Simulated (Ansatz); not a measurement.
What does this script print? It uses Ansatz 0.2.0 through its Python package.

`vcrelax_sr3ag.py`
```python
"""Relax cell and ions of Sr3Ag."""

from collections import Counter
import json

import ansatz as az
from ase import Atoms
from ase.data import atomic_numbers
from ase.neighborlist import neighbor_list
import numpy as np
import spglib

def edges_and_angles(cell):
    cell = np.asarray(cell)
    a, b, c = np.linalg.norm(cell, axis=1)
    cosines = cell[1] @ cell[2] / (b * c), cell[0] @ cell[2] / (a * c), cell[0] @ cell[1] / (a * b)
    return (a, b, c, *np.degrees(np.arccos(cosines)))

structure = (
    az.Lattice.from_parameters(5.490875, 5.490875, 5.490875, alpha=90.0, beta=90.0, gamma=90.0)
    .atom("Sr", (0.0, 0.5, 0.5))
    .atom("Sr", (0.5, 0.0, 0.5))
    .atom("Sr", (0.5, 0.5, 0.0))
    .atom("Ag", (0.0, 0.0, 0.0))
)

# edges free, angles fixed
calc = (
    structure.calculation()
    .functional("pbe")
    .basis(450)
    .kpoints(5)
    .occupations("Marzari-Vanderbilt", width=0.1)
    .scf(max_iterations=75)
    .relax(force_tolerance=0.005, max_steps=30, fix_cell=["angles"])
    .density()
)
done = calc.run(events_out="stream.ndjson")
with open("stream.ndjson") as stream:
    events = [json.loads(line) for line in stream]
steps = [e["data"] for e in events if e["event"] == "relax_step"]
summary = done.report
print("step   energy (eV)     max comp. (eV/A)   P (GPa)  SCF")
for s in steps:
    print(f"{s['step']:4d} {s['lagrangian_ev']:15.5f} {s['allowed_force_max_ev_ang']:12.4f} {s['pressure_gpa']:10.3f} {s['n_scf']:5d}")

first, last = steps[0], steps[-1]
symbols = [site.symbol for site in done.lattice.sites]
print(f"energy gained {first['lagrangian_ev'] - last['lagrangian_ev']:.4f} eV in {len(steps) - 1} steps")
for label, vectors in (("before", first["cell_ang"]), ("after", done.lattice.cell_ang)):
    print(label, "a b c (A) {:.4f} {:.4f} {:.4f}  angles {:.2f} {:.2f} {:.2f}".format(*edges_and_angles(vectors)), f" V = {abs(np.linalg.det(vectors)):.3f} A^3")
print("final stress xx yy zz (GPa, compression positive):", np.round(np.diag(summary["stress_gpa"]), 3) + 0.0)

change = np.array(last["positions_ang"]) @ np.linalg.inv(last["cell_ang"]) - np.array(first["positions_ang"]) @ np.linalg.inv(first["cell_ang"])
moved = np.linalg.norm(change @ np.array(last["cell_ang"]), axis=1)
print("displacement within the cell, strain taken out (A):", " ".join(f"{s}:{d:.3f}" for s, d in zip(symbols, moved)))

fractions = [site.position_frac for site in done.lattice.sites]
numbers = [atomic_numbers[s] for s in symbols]
for tolerance in (1e-3, 1e-2, 1e-1):
    print(f"space group at {tolerance} A:", spglib.get_spacegroup((done.lattice.cell_ang, fractions, numbers), symprec=tolerance))

print("atom   start x y z (A)              end x y z (A)")
for symbol, a, b in zip(symbols, first["positions_ang"], last["positions_ang"]):
    print(f"{symbol:3s}", " ".join(f"{v:8.4f}" for v in a), "  ", " ".join(f"{v:8.4f}" for v in b))

final = Atoms(symbols, positions=last["positions_ang"], cell=done.lattice.cell_ang, pbc=True)
i, j, d = neighbor_list("ijd", final, 4.5)
print("neighbours within 1.15 times the shortest distance of each atom (A)")
for atom in range(len(final)):
    near = [m for m in np.argsort(d) if i[m] == atom]
    shell = [m for m in near if d[m] < 1.15 * d[near[0]]]
    print(f"{symbols[atom]}{atom} ({len(shell)}):", ", ".join(f"{symbols[j[m]]} {d[m]:.3f}" for m in shell))

print(f"free energy      {summary['free_energy_ev']:.5f} eV")
print(f"per atom         {summary['free_energy_ev'] / len(done.lattice.sites):.5f} eV")
print(f"SCF iterations   {summary['n_iterations']}  (converged: {summary['converged']})")

told = Counter((n["data"]["severity"], n["data"]["kind"]) for n in done.notices if n["event"] == "notice")
for (severity, kind), count in sorted(told.items()):
    print(f"{severity:8s} {kind} x{count}")

rho = done.density()
total = sum(ch.density_e_per_ang3 for ch in rho.channels[:2]) if len(rho.channels) < 3 else rho.channels[0].density_e_per_ang3
print("grid", rho.dims, "electrons", round(float(total.mean() * rho.cell_volume_ang3), 4))
profile = total.mean(axis=(0, 1))
print("planar average along grid axis 2 (e/A^3):")
print(np.array2string(profile[:: max(len(profile) // 16, 1)], precision=4))
```

`python vcrelax_sr3ag.py` gives:
```text
step   energy (eV)     max comp. (eV/A)   P (GPa)  SCF
   1    -18223.12490       0.0000      0.025     7
   2    -18223.12490       0.0000      0.025     8
energy gained 0.0000 eV in 1 steps
before a b c (A) 5.4909 5.4909 5.4909  angles 90.00 90.00 90.00  V = 165.548 A^3
after a b c (A) 5.4909 5.4909 5.4909  angles 90.00 90.00 90.00  V = 165.548 A^3
final stress xx yy zz (GPa, compression positive): [0.025 0.025 0.025]
displacement within the cell, strain taken out (A): Sr:0.000 Sr:0.000 Sr:0.000 Ag:0.000
space group at 0.001 A: Pm-3m (221)
space group at 0.01 A: Pm-3m (221)
space group at 0.1 A: Pm-3m (221)
atom   start x y z (A)              end x y z (A)
Sr    0.0000   2.7454   2.7454      0.0000   2.7454   2.7454
Sr    2.7454   0.0000   2.7454      2.7454   0.0000   2.7454
Sr    2.7454   2.7454   0.0000      2.7454   2.7454   0.0000
Ag    0.0000   0.0000   0.0000      0.0000   0.0000   0.0000
neighbours within 1.15 times the shortest distance of each atom (A)
Sr0 (12): Ag 3.883, Sr 3.883, Sr 3.883, Ag 3.883, Sr 3.883, Sr 3.883, Ag 3.883, Sr 3.883, Sr 3.883, Ag 3.883, Sr 3.883, Sr 3.883
Sr1 (12): Ag 3.883, Sr 3.883, Sr 3.883, Sr 3.883, Sr 3.883, Sr 3.883, Ag 3.883, Ag 3.883, Ag 3.883, Sr 3.883, Sr 3.883, Sr 3.883
Sr2 (12): Ag 3.883, Sr 3.883, Sr 3.883, Ag 3.883, Sr 3.883, Sr 3.883, Ag 3.883, Sr 3.883, Sr 3.883, Sr 3.883, Sr 3.883, Ag 3.883
Ag3 (12): Sr 3.883, Sr 3.883, Sr 3.883, Sr 3.883, Sr 3.883, Sr 3.883, Sr 3.883, Sr 3.883, Sr 3.883, Sr 3.883, Sr 3.883, Sr 3.883
free energy      -18223.12490 eV
per atom         -4555.78123 eV
SCF iterations   8  (converged: True)
audit    band_cg_iterations x2
audit    cell_relax_basis_refresh x1
audit    ethr_schedule_calibrated x1
audit    preconditioner_resolved x2
audit    relaxation_kept_its_symmetry x1
grid (40, 40, 40) electrons 49.0
planar average along grid axis 2 (e/A^3):
[0.8568 0.6979 0.3778 0.1587 0.0827 0.0647 0.0784 0.1474 0.2912 0.4129
 0.4396 0.4129 0.2912 0.1474 0.0784 0.0647 0.0827 0.1587 0.3778 0.6979]
```

Notes:
- Absolute energies stand on the zero of these potentials, so only differences at equal settings mean something.
- Forces vanish by symmetry, so the ions can't move, and the end may be a saddle.
- The mesh is modest for a metal, so energies can be off by several to tens of meV an atom and pressures by half a GPa or more; differences at equal mesh fare better.
- Energies along a relaxation are free energies. Rows at an unchanged volume are solved on a plane-wave basis chosen afresh for that cell, so the energy jumps there and such rows are no steps of the walk.
- Grid values close to the nuclei reflect the PAW or pseudopotential construction, not the all-electron fields.
- This cell is a computed structure, which may not be the phase found in nature.
- Finished in 7.5 s on 1 thread of Arm Neoverse V1 (shared host), peak memory 0.51 GiB.

(Lines on the test bed's own set-up are left out of the output.)
